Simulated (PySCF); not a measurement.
**(OH)2Hf(OSiH2)2O: geometry, NMR shifts and electronic excitations**

Aim: predict the NMR shifts and electronic excitations of (OH)2Hf(OSiH2)2O.

Programs: PySCF 2.14.0, with density-fitted response routines of our own. Each step states its level of theory. These are calculated values for one molecule in the gas phase, unless marked as measured. Atoms are numbered from 0 throughout.

## Step 1: The molecule as given

14 atoms, charge 0, multiplicity 1; geometry from: GFN1-xTB. The atoms were then displaced at random by about 0.03 Å, so the start is not that level's minimum.

Bonds of the start (Å): Hf0–O1 1.96, Hf0–O2 1.86, Hf0–O3 1.91, Hf0–O7 1.86, O1–H8 0.93, O2–H9 0.96, O3–Si4 1.61, Si4–O5 1.63, Si4–H10 1.48, Si4–H11 1.44, O5–Si6 1.68, Si6–O7 1.64, Si6–H12 1.33, Si6–H13 1.48.

## Step 2: Geometry optimisation at PBE0-D3(BJ)/def2-SVP

The job: settings as JSON, then the geometry in Å.

```
{"job": {"xc": "PBE0", "basis": "def2-SVP", "d3": "d3bj", "grid": 1, "maxiter": 40, "shake": 0.03, "kind": "geom"}, "charge": 0, "multiplicity": 1}
Hf    -0.197840     0.915020    -0.740360
O     -1.901120     1.305700    -1.628900
O      0.867000     2.367890    -1.205260
O     -0.449590     0.950610     1.151480
Si    -0.247840    -0.346520     2.084390
O      0.376530    -1.530030     1.158880
Si     0.853760    -1.956900    -0.390200
O      0.522420    -0.681290    -1.367900
H     -2.534860     1.782000    -2.114180
H      1.255120     3.174130    -1.541950
H      0.750720     0.022810     3.108170
H     -1.459950    -0.818730     2.699960
H      2.170860    -2.142920    -0.416000
H     -0.024630    -3.085620    -0.754910
```

Run with:

```
$ OMP_NUM_THREADS=1 python probes_run.py task.json out
```

One launch serves the whole session: the jobs run in the order shown.

Output:

```text
step   0  E = -1006.01221883  max force = 0.077529
step   1  E = -1006.04446995  max force = 0.023460
step   2  E = -1006.04847329  max force = 0.010109
step   3  E = -1006.05072917  max force = 0.012076
step   4  E = -1006.05236085  max force = 0.009492
step   5  E = -1006.05320372  max force = 0.007165
step   6  E = -1006.05354578  max force = 0.002361
step   7  E = -1006.05367917  max force = 0.001782
step   8  E = -1006.05374467  max force = 0.002040
step   9  E = -1006.05380401  max force = 0.001690
step  10  E = -1006.05386105  max force = 0.001057
step  11  E = -1006.05390108  max force = 0.000723
step  12  E = -1006.05392410  max force = 0.000701
step  13  E = -1006.05393913  max force = 0.000454
step  14  E = -1006.05394991  max force = 0.000400
optimisation converged
```

Run time: 13 min. Hardware: 1 thread of Intel Xeon at 2.50GHz, shared host; peak memory 0.71 GiB.

The steps of the relaxation:

| step | energy from step 0 (eV) | largest force component (eV/Å) |
| --- | --- | --- |
| 0 | 0.0000 | 3.9867 |
| 1 | -0.8776 | 1.2064 |
| 2 | -0.9865 | 0.5198 |
| 3 | -1.0479 | 0.6210 |
| 4 | -1.0923 | 0.4881 |
| 5 | -1.1153 | 0.3684 |
| 6 | -1.1246 | 0.1214 |
| 7 | -1.1282 | 0.0916 |
| 8 | -1.1300 | 0.1049 |
| 9 | -1.1316 | 0.0869 |
| 10 | -1.1331 | 0.0544 |
| 11 | -1.1342 | 0.0372 |
| 12 | -1.1349 | 0.0360 |
| 13 | -1.1353 | 0.0233 |
| 14 | -1.1356 | 0.0206 |

Distances of close pairs at the start and the end, largest changes first:

| bond | before (Å) | after (Å) | change (Å) |
| --- | --- | --- | --- |
| Hf0–Si6 | 3.078 | 3.348 | +0.270 |
| Hf0–Si4 | 3.094 | 3.347 | +0.253 |
| Si6–H12 | 1.330 | 1.488 | +0.158 |
| Hf0–O7 | 1.860 | 1.967 | +0.107 |
| Hf0–O2 | 1.860 | 1.928 | +0.068 |
| Hf0–O3 | 1.909 | 1.966 | +0.057 |
| Si4–H11 | 1.439 | 1.488 | +0.049 |
| O3–Si4 | 1.610 | 1.658 | +0.047 |

The next job starts from the end point, and lists it.

| at the end point | value |
| --- | --- |
| rotational constants (GHz, main isotopes) | 1.551, 0.667, 0.575 |
| dipole moment (D) | 2.57 |

## Step 3: Nuclear shieldings: PBE0/def2-TZVP+pcSseg-1

The job: settings as JSON, then the geometry in Å.

```
{"job": {"kind": "nmr", "xc": "PBE0", "basis": {"default": "pcSseg-1", "Hf": "def2-TZVP"}}, "charge": 0, "multiplicity": 1}
Hf    -0.307265     1.178665    -0.833327
O     -2.031394     1.414585    -1.663779
O      0.948353     2.601922    -1.174573
O     -0.496114     0.850865     1.095437
Si    -0.205858    -0.438597     2.095616
O      0.407053    -1.681261     1.176031
Si     0.828773    -1.942795    -0.411580
O      0.461903    -0.576895    -1.276248
H     -2.883868     1.533031    -2.075147
H      1.595630     3.285150    -1.330369
H      0.800293    -0.064280     3.126735
H     -1.475710    -0.891766     2.725476
H      2.290422    -2.213600    -0.480607
H      0.048363    -3.098874    -0.930443
```

Level: GIAO PBE0/pcSseg-1 Hf:def2-TZVP NMR shielding, scalar relativity only through core potentials, gas phase.

Output:

```text
coarse grid: 62400 points
cycle   1  E = -1005.9771793736  dE = -1.886e+01  |g| = 1.678e+00  |ddm| = 8.160e+00
cycle   2  E = -1005.1285631363  dE =  8.486e-01  |g| = 2.682e+00  |ddm| = 3.005e+00
cycle   3  E = -1006.4654903607  dE = -1.337e+00  |g| = 2.719e-01  |ddm| = 2.090e+00
cycle   4  E = -1006.4783925023  dE = -1.290e-02  |g| = 1.216e-01  |ddm| = 2.463e-01
cycle   5  E = -1006.4808853124  dE = -2.493e-03  |g| = 4.796e-02  |ddm| = 9.249e-02
cycle   6  E = -1006.4813243066  dE = -4.390e-04  |g| = 5.396e-03  |ddm| = 3.414e-02
cycle   7  E = -1006.4813301466  dE = -5.840e-06  |g| = 2.678e-03  |ddm| = 5.910e-03
final grid: 127504 points
cycle   8  E = -1006.4813444225  dE =  2.212e-06  |g| = 4.483e-03  |ddm| = 3.942e-03
cycle   9  E = -1006.4813372567  dE =  7.166e-06  |g| = 7.789e-03  |ddm| = 6.486e-03
cycle  10  E = -1006.4813479178  dE = -1.066e-05  |g| = 2.195e-04  |ddm| = 4.140e-03
cycle  11  E = -1006.4813479263  dE = -8.486e-09  |g| = 5.074e-05  |ddm| = 1.476e-04
cycle  12  E = -1006.4813479268  dE = -4.620e-10  |g| = 6.502e-06  |ddm| = 3.922e-05
converged SCF energy = -1006.4813479268

GIAO shielding tensors (ppm)
atom      isotropic    diamagn.    paramagn.     s11        s22        s33       span
  0 Hf         nan         nan         nan        nan        nan        nan        nan
  1 O      185.241     387.221    -201.980     92.032    123.358    340.333    248.300
  2 O      184.972     387.421    -202.449     91.546    122.639    340.732    249.187
  3 O       95.141     399.840    -304.700    -24.205     29.093    280.534    304.739
  4 Si     388.682     879.025    -490.343    369.621    396.703    399.723     30.101
  5 O      241.371     401.958    -160.588    168.956    215.534    339.622    170.666
  6 Si     388.647     879.014    -490.368    369.394    396.538    400.007     30.613
  7 O       95.680     399.856    -304.176    -23.409     29.547    280.902    304.311
  8 H       29.188      31.186      -1.999     21.913     21.916     43.734     21.821
  9 H       29.181      31.203      -2.022     21.907     21.913     43.723     21.816
 10 H       26.198      28.172      -1.974     23.063     23.649     31.883      8.821
 11 H       26.200      28.181      -1.981     23.067     23.652     31.882      8.815
 12 H       26.195      28.205      -2.010     23.068     23.647     31.871      8.803
 13 H       26.205      28.150      -1.945     23.071     23.651     31.893      8.822
```

It took 2.5 min on 1 thread of Intel Xeon at 2.50GHz, shared host; peak memory 1.2 GiB.

Shifts follow as δ = σ(reference) − σ, with reference shieldings (ppm) from runs at the same level and on the same kind of geometry: 1H TMS 31.27, 29Si TMS 352.0, 17O H2O 334.6. The references are single molecules in the gas phase, so shifts against H2O, NH3, PH3, H3PO4 or CFCl3 are not on the usual liquid scales and can be off by tens of ppm. Atoms listed in one row are averaged.

| atoms | environment | σ (ppm) | δ (ppm) |
| --- | --- | --- | --- |
| H10, H11, H12, H13 | hydrogen on a silicon bonded to 2 O | 26.20 | 5.07 |
| H8, H9 | hydrogen on an oxygen bonded to Hf | 29.18 | 2.08 |
| O3, O7 | oxygen bonded to Hf, Si | 95.4 | 239.2 |
| O1, O2 | oxygen bonded to Hf, H | 185.1 | 149.5 |
| O5 | oxygen bonded to 2 Si | 241.4 | 93.2 |
| Si4, Si6 | silicon bonded to 2 O, 2 H | 388.7 | -36.7 |

Atoms past Kr carry core potentials, so their printed shieldings have no meaning and are left out of the table.

The run also stored atomic charges by several schemes (e):

| atoms | Mulliken | ESP fit |
| --- | --- | --- |
| Hf0 | 1.43 | 2.05 |
| O1, O2 | -0.55 | -1.05 |
| O3, O7 | -0.75 | -0.79 |
| Si4, Si6 | 1.04 | 0.89 |
| O5 | -0.78 | -0.64 |

Mayer bond orders: Hf0–O1 1.08, Hf0–O2 1.08, Hf0–O3 0.95, Hf0–O7 0.95, O3–Si4 0.95, Si4–O5 0.90, O5–Si6 0.90, Si6–O7 0.95.

With diffuse functions Mulliken charges and Mayer bond orders lose their meaning; the other schemes are steadier.

The fields below are evaluated on a grid from the run's orbitals.

Frontier orbitals at PBE0/def2-TZVP+pcSseg-1, with the share of their density that lies nearest to each atom:

| orbital | energy (eV) | lies on |
| --- | --- | --- |
| HOMO | -8.22 | O5 23 %; 4 H atoms about 15 % each |
| LUMO | -0.28 | Hf0 22 %; 4 O atoms about 13 % each; H8, H9 about 6 % each |

ELF in a plane through or near 6 of the atoms.

Ten even steps from '0' (0.00) to '9' (0.86):
```
0000000000000000000000000000
0000000000000000000000000000
0000000000000000000000000000
0000000000000000011000000000
0000000000024421123210000000
0000000000369985102420000000
0000000000489798293110000000
0000000000169179283110000000
0000000027637985237852000000
0000000069193110394697410000
0000000078293110395597410000
0000000028736985226852000000
0000000000159279283110000000
0000000000489798194120000000
0000000000369986102420000000
0000000000024421123210000000
0000000000000000011000000000
0000000000000000000000000000
0000000000000000000000000000
0000000000000000000000000000
```
The map spans 11.3 Å across and 9.8 Å up, centred on the molecule. Atoms in the plane (x, y in Å): Hf0 (-1.5, 0.0), O3 (-0.2, 1.5), Si4 (1.5, 1.6), O5 (2.1, 0.0), Si6 (1.5, -1.5), O7 (-0.2, -1.5).

log10 of the density (e/Å³) in the same plane.

Values, 10 rows by 14 columns:
```
-4.0 -4.0 -4.0 -4.0 -4.0 -4.0 -4.0 -4.0 -4.0 -4.0 -4.0 -4.0 -4.0 -4.0
-4.0 -4.0 -4.0 -4.0 -4.0 -4.0 -3.5 -3.1 -2.7 -2.5 -2.8 -3.5 -4.0 -4.0
-4.0 -4.0 -4.0 -3.8 -3.3 -2.2 -1.4 -1.3 -1.2 -1.0 -1.6 -2.7 -3.7 -4.0
-4.0 -4.0 -3.3 -2.7 -2.2 -1.1  0.4  0.5  0.3  0.4 -1.1 -2.4 -3.5 -4.0
-4.0 -3.7 -2.5 -1.6 -0.7  0.1  0.0  0.1 -0.4  0.0 -0.6 -1.9 -3.4 -4.0
-4.0 -3.5 -2.2 -1.3  0.0  0.0 -0.1 -0.8 -0.6  0.8  0.1 -1.5 -3.1 -4.0
-4.0 -3.9 -2.8 -2.0 -1.5 -0.7  0.5  0.7  0.2  0.5 -1.0 -2.2 -3.5 -4.0
-4.0 -4.0 -3.7 -3.2 -2.6 -1.4 -0.3 -0.2 -0.6 -0.4 -1.1 -2.4 -3.5 -4.0
-4.0 -4.0 -4.0 -4.0 -3.9 -3.0 -2.2 -2.0 -1.8 -1.6 -2.1 -3.0 -3.9 -4.0
-4.0 -4.0 -4.0 -4.0 -4.0 -4.0 -4.0 -3.8 -3.3 -3.1 -3.4 -4.0 -4.0 -4.0
```
The map spans 11.3 Å across and 9.8 Å up, centred on the molecule. Atoms in the plane (x, y in Å): Hf0 (-1.5, 0.0), O3 (-0.2, 1.5), Si4 (1.5, 1.6), O5 (2.1, 0.0), Si6 (1.5, -1.5), O7 (-0.2, -1.5).

On the surface of density 0.002 e/bohr³ the electrostatic potential runs, from the 1st to the 99th percentile, from -1.01 V near O5 to 2.48 V near Hf0.

## Step 4: Excited states and response: PBE0/def2-SVPD

The job, as its differences from that of step 3:

```diff
@@ -1,2 +1,2 @@
-{"job": {"kind": "nmr", "xc": "PBE0", "basis": {"default": "pcSseg-1", "Hf": "def2-TZVP"}}, "charge": 0, "multiplicity": 1}
+{"job": {"kind": "uv", "xc": "PBE0", "basis": "def2-SVPD", "ip": true, "nstates": 10}, "charge": 0, "multiplicity": 1}
 Hf    -0.307265     1.178665    -0.833327
```

Level: TDDFT PBE0/def2-SVPD, vertical, gas phase, core orbitals frozen in the response.

Output:

```text
coarse grid: 62400 points
cycle   1  E = -1005.5777421003  dE = -1.197e+01  |g| = 1.559e+00  |ddm| = 9.925e+00
cycle   2  E = -1004.7733395184  dE =  8.044e-01  |g| = 2.535e+00  |ddm| = 4.358e+00
cycle   3  E = -1006.0660255772  dE = -1.293e+00  |g| = 2.464e-01  |ddm| = 2.468e+00
cycle   4  E = -1006.0745764266  dE = -8.551e-03  |g| = 1.427e-01  |ddm| = 4.570e-01
cycle   5  E = -1006.0785984209  dE = -4.022e-03  |g| = 4.277e-02  |ddm| = 1.962e-01
cycle   6  E = -1006.0789671328  dE = -3.687e-04  |g| = 5.555e-03  |ddm| = 5.721e-02
cycle   7  E = -1006.0789745569  dE = -7.424e-06  |g| = 2.162e-03  |ddm| = 1.136e-02
final grid: 127504 points
cycle   8  E = -1006.0789595899  dE =  1.423e-06  |g| = 3.557e-03  |ddm| = 1.059e-02
cycle   9  E = -1006.0789546086  dE =  4.981e-06  |g| = 6.222e-03  |ddm| = 9.009e-03
cycle  10  E = -1006.0789619866  dE = -7.378e-06  |g| = 1.738e-04  |ddm| = 5.499e-03
cycle  11  E = -1006.0789619919  dE = -5.313e-09  |g| = 6.641e-05  |ddm| = 3.345e-04
cycle  12  E = -1006.0789619927  dE = -8.285e-10  |g| = 6.294e-06  |ddm| = 1.016e-04
converged SCF energy = -1006.0789619927

Static polarisability (au): isotropic 99.524, principal 93.199 95.186 110.185

Singlet excitations
state   eV       nm        f      main configurations
  1   6.7895    182.6   0.00003   H->L 0.90
  2   7.0292    176.4   0.00001   H-1->L 0.85
  3   7.2984    169.9   0.02534   H->L+1 0.81
  4   7.3744    168.1   0.00024   H->L+3 0.68
  5   7.4479    166.5   0.01773   H-2->L 0.89
  6   7.4725    165.9   0.00336   H-3->L 0.80
  7   7.4974    165.4   0.00001   H-1->L+1 0.83
  8   7.6830    161.4   0.03023   H-4->L 0.77
  9   7.7463    160.1   0.03248   H->L+4 0.81, H-3->L+4 0.09
 10   7.7870    159.2   0.00024   H-1->L+3 0.42, H->L+7 0.28, H->L+5 0.15

Triplet excitations (Tamm-Dancoff, eV): 6.6783 6.8957 7.0527 7.1568
Vertical ionisation energy (delta-SCF) = 9.9861 eV
```

Run time: 13 min. Hardware: 1 thread of Intel Xeon at 2.50GHz, shared host; peak memory 1.2 GiB.

The orbitals next to the gap, with their largest atomic shares:

| orbital | eV | atoms |
| --- | --- | --- |
| HOMO−3 | -9.25 | O2 37 %, O1 35 %, O5 6 % |
| HOMO−2 | -9.21 | O2 25 %, O1 23 %, O3 18 % |
| HOMO−1 | -8.66 | O3 20 %, O7 19 %, Si4 10 % |
| HOMO | -8.22 | O5 22 %, Si6 14 %, Si4 14 % |
| LUMO | -0.49 | Hf0 52 %, O1 7 %, O2 7 % |
| LUMO+1 | 0.14 | Hf0 53 %, O7 9 %, O3 9 % |
| LUMO+2 | 0.40 | Hf0 47 %, O1 14 %, O2 14 % |

With each of the 10 states as a Gaussian band of 0.4 eV half-width at 1/e, the curve within the window shown has maxima at 163 nm (ε 3,700) L/(mol cm). Beyond the last state computed it falls off for lack of states. The curve at chosen wavelengths:

```json
{"nm": "153", "ε (L/mol/cm)": "1174"}
{"nm": "155", "ε (L/mol/cm)": "1835"}
{"nm": "157", "ε (L/mol/cm)": "2534"}
{"nm": "159", "ε (L/mol/cm)": "3137"}
{"nm": "161", "ε (L/mol/cm)": "3532"}
{"nm": "162", "ε (L/mol/cm)": "3632"}
{"nm": "164", "ε (L/mol/cm)": "3634"}
{"nm": "166", "ε (L/mol/cm)": "3406"}
{"nm": "168", "ε (L/mol/cm)": "3013"}
{"nm": "170", "ε (L/mol/cm)": "2526"}
{"nm": "172", "ε (L/mol/cm)": "2010"}
{"nm": "174", "ε (L/mol/cm)": "1519"}
{"nm": "176", "ε (L/mol/cm)": "1090"}
{"nm": "177", "ε (L/mol/cm)": "905"}
{"nm": "179", "ε (L/mol/cm)": "601"}
{"nm": "181", "ε (L/mol/cm)": "379"}
{"nm": "183", "ε (L/mol/cm)": "228"}
{"nm": "185", "ε (L/mol/cm)": "131"}
{"nm": "187", "ε (L/mol/cm)": "72"}
{"nm": "189", "ε (L/mol/cm)": "38"}
{"nm": "191", "ε (L/mol/cm)": "19"}
{"nm": "192", "ε (L/mol/cm)": "13"}
{"nm": "194", "ε (L/mol/cm)": "6"}
{"nm": "196", "ε (L/mol/cm)": "3"}
{"nm": "198", "ε (L/mol/cm)": "1"}
{"nm": "200", "ε (L/mol/cm)": "1"}
```

Leading natural transition orbitals of singlet state 9: the hole lies on O3, O5, O7 about 12 % each; 4 H atoms about 12 % each; O1, O2 about 6 % each; the particle on Hf0 62 %; 4 O atoms about 8 % each.

Leading natural transition orbitals of singlet state 1: the hole lies on O5 20 %; 4 H atoms about 14 % each; O3, O7 about 8 % each; the particle on Hf0 20 %; 4 O atoms about 11 % each; H8, H9 about 6 % each.

Further results of this job:

| property | computed |
| --- | --- |
| dipole moment (D) | 2.31 |
| polarisability (Å³) | 14.75 |
| HOMO–LUMO gap (eV) | 7.74 |
| −ε(HOMO) (eV) | 8.22 |

## Step 5: NMR shieldings: KT2/def2-TZVP+pcSseg-1

The job, as its differences from that of step 4:

```diff
@@ -1,2 +1,2 @@
-{"job": {"kind": "uv", "xc": "PBE0", "basis": "def2-SVPD", "ip": true, "nstates": 10}, "charge": 0, "multiplicity": 1}
+{"job": {"kind": "nmr", "xc": "KT2", "basis": {"default": "pcSseg-1", "Hf": "def2-TZVP"}, "pop": false}, "charge": 0, "multiplicity": 1}
 Hf    -0.307265     1.178665    -0.833327
```

With the program's defaults for keys left out, this is: GIAO KT2/pcSseg-1 Hf:def2-TZVP NMR shielding, scalar relativity only through core potentials, gas phase.

Output:

```text
coarse grid: 62400 points
cycle   1  E = -1017.0706041846  dE = -1.837e+01  |g| = 1.966e+00  |ddm| = 8.194e+00
cycle   2  E = -1014.0020405111  dE =  3.069e+00  |g| = 4.182e+00  |ddm| = 5.818e+00
cycle   3  E = -1017.7231658395  dE = -3.721e+00  |g| = 4.965e-01  |ddm| = 5.050e+00
cycle   4  E = -1017.7356523491  dE = -1.249e-02  |g| = 4.579e-01  |ddm| = 6.022e-01
cycle   5  E = -1017.7767329972  dE = -4.108e-02  |g| = 1.155e-01  |ddm| = 3.291e-01
cycle   6  E = -1017.7792267016  dE = -2.494e-03  |g| = 3.945e-02  |ddm| = 1.003e-01
cycle   7  E = -1017.7795985108  dE = -3.718e-04  |g| = 1.311e-02  |ddm| = 4.018e-02
cycle   8  E = -1017.7796227090  dE = -2.420e-05  |g| = 5.960e-03  |ddm| = 1.008e-02
cycle   9  E = -1017.7796304424  dE = -7.733e-06  |g| = 7.832e-04  |ddm| = 5.010e-03
final grid: 127504 points
cycle  10  E = -1017.7796353368  dE =  8.189e-08  |g| = 1.476e-03  |ddm| = 2.446e-03
cycle  11  E = -1017.7796333332  dE =  2.004e-06  |g| = 3.539e-03  |ddm| = 3.207e-03
cycle  12  E = -1017.7796357710  dE = -2.438e-06  |g| = 2.652e-04  |ddm| = 2.161e-03
cycle  13  E = -1017.7796357867  dE = -1.563e-08  |g| = 8.943e-05  |ddm| = 3.407e-04
cycle  14  E = -1017.7796357882  dE = -1.565e-09  |g| = 1.293e-05  |ddm| = 5.556e-05
cycle  15  E = -1017.7796357883  dE = -3.547e-11  |g| = 4.525e-06  |ddm| = 1.057e-05
converged SCF energy = -1017.7796357883

GIAO shielding tensors (ppm)
atom      isotropic    diamagn.    paramagn.     s11        s22        s33       span
  0 Hf         nan         nan         nan        nan        nan        nan        nan
  1 O      172.994     386.876    -213.881     82.185    116.630    320.169    237.984
  2 O      172.700     387.121    -214.421     81.621    115.840    320.638    239.017
  3 O       77.495     399.499    -322.003    -45.702     14.322    263.866    309.568
  4 Si     395.396     882.231    -486.835    376.625    400.640    408.923     32.298
  5 O      226.585     401.980    -175.395    149.265    191.353    339.137    189.871
  6 Si     395.347     882.219    -486.872    376.396    400.469    409.176     32.780
  7 O       77.988     399.510    -321.522    -44.982     14.619    264.327    309.309
  8 H       28.815      31.112      -2.297     21.900     22.034     42.510     20.610
  9 H       28.807      31.138      -2.331     21.891     22.027     42.502     20.611
 10 H       25.887      28.216      -2.328     22.786     23.307     31.569      8.783
 11 H       25.891      28.227      -2.337     22.789     23.311     31.571      8.782
 12 H       25.884      28.251      -2.367     22.789     23.304     31.558      8.769
 13 H       25.896      28.194      -2.298     22.796     23.312     31.581      8.785
```

It took 2.2 min on 1 thread of Intel Xeon at 2.50GHz, shared host; peak memory 1.1 GiB.

Key values: δ O3 252.9, O1 157.8, O5 104.1, Si4 -34.3, H10 5.29, H8 2.37 ppm (means over like atoms).

## Step 6: Run by run: NMR shifts

Shifts (ppm), means over like atoms, with basis size and wall time:

| run | H10 | H8 | O3 | O1 | O5 | Si4 | functions | time |
| --- | --- | --- | --- | --- | --- | --- | --- | --- |
| PBE0/def2-TZVP+pcSseg-1 | 5.07 | 2.08 | 239.2 | 149.5 | 93.2 | -36.7 | 203 | 2.5 min |
| KT2/def2-TZVP+pcSseg-1 | 5.29 | 2.37 | 252.9 | 157.8 | 104.1 | -34.3 | 203 | 2.2 min |

## Step 7: Results

```
                                                                          quantity                        value
                                              rotational constants (main isotopes)         1.55, 0.67, 0.57 GHz
  1H shifts against TMS (PBE0/def2-TZVP+pcSseg-1, means over atoms taken as alike)               5.07, 2.08 ppm
 17O shifts against H2O (PBE0/def2-TZVP+pcSseg-1, means over atoms taken as alike)       239.2, 149.5, 93.2 ppm
29Si shifts against TMS (PBE0/def2-TZVP+pcSseg-1, means over atoms taken as alike)                    -36.7 ppm
                                             surface potential, 1st and 99th percentile           -1.01 V and 2.48 V
                                                   lowest singlet (PBE0/def2-SVPD)  6.79 eV (183 nm), f = 0.000
                                          brightest single state of those computed  state 9, 7.75 eV, f = 0.032
                                                                    lowest triplet                      6.68 eV
                                                 vertical ionisation energy (ΔSCF)                      9.99 eV
                                                          range of the shift of O3           239.2 to 252.9 ppm
```

In words: The start was shaken at random, so part of the energy gained undoes that. Over 14 steps the energy fell by 1.136 eV; of the close pairs, Hf0–Si6 changed most, 3.078 to 3.348 Å. At PBE0/def2-TZVP+pcSseg-1: Shielding is most anisotropic at O3, O7 (span 305 ppm, paramagnetic term -304 ppm). The first singlet state (HOMO→LUMO 0.90) lies at 6.79 eV and is dark; of the 10 states computed, the strongest absorption comes from state 9 at 7.75 eV. The lowest triplet lies 0.11 eV below the lowest singlet (triplets in Tamm-Dancoff, singlets in full TDDFT). Spin-orbit coupling, left out, mixes singlets and triplets in elements this heavy. ΔSCF puts the ionisation energy at 9.99 eV, 1.77 eV above −ε(HOMO). Across the 2 runs the shift of O3 (with its like atoms) moves most, between 239.2 (PBE0/def2-TZVP+pcSseg-1) and 252.9 ppm (KT2/def2-TZVP+pcSseg-1). Spin-orbit coupling is left out, which matters for shieldings and couplings at and beside the heavy atoms.
